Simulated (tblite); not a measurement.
# C4H8GeO2Si2: the cost of one run

Computed with tblite 0.8.0 and PySCF 2.14.0, with density-fitted response routines of our own, on a single molecule in the gas phase. Atoms count from 0, in the outputs and in this text.

## (1) Starting geometry

17 atoms, charge 0, multiplicity 1; geometry from: force field or distance geometry start.

Bonds of the start (Å): C0–C1 1.21, C1–Si2 1.83, Si2–C3 1.83, C3–C4 1.32, C4–O5 1.40, O5–Ge6 1.79, C4–Si7 1.86, Si7–O8 1.74, O8–Si2 1.69, C0–H9 1.06, Si2–H10 1.46, C3–H11 1.08, Ge6–H12 1.55, Ge6–H13 1.54, Ge6–H14 1.56, Si7–H15 1.48, Si7–H16 1.45.

## (2) Relaxing the molecule with GFN2-xTB

Job settings and geometry (Å):

```
{"job": {"kind": "relax", "xc": "GFN2-xTB", "basis": "xTB"}, "charge": 0, "multiplicity": 1}
C      3.624200     2.186900    -0.105000
C      2.861300     1.272300     0.091300
Si     1.759700    -0.157700     0.411300
C      0.000400     0.303100     0.171100
C     -0.698500    -0.626200    -0.444400
O     -2.045900    -0.645300    -0.808800
Ge    -3.274100     0.536700    -0.254800
Si     0.446500    -2.033300    -0.851900
O      2.028000    -1.314700    -0.795900
H      4.262500     3.006500    -0.294500
H      2.006700    -0.759200     1.720600
H     -0.436800     1.223700     0.527300
H     -2.698000     1.730900     0.554400
H     -4.055700     1.108200    -1.458200
H     -4.299100    -0.225000     0.634600
H      0.318600    -2.994900     0.266200
H      0.193500    -2.599900    -2.165000
```

The run is started by

```sh
OMP_NUM_THREADS=1 python probes_run.py task.json out
```

The driver reads the jobs from task.json and runs them one after another.

Q: Estimate the wall time and peak memory of this first job on 1 thread of Arm Neoverse V2, shared host.

About 1.4 s, with a peak of 0.18 GiB.
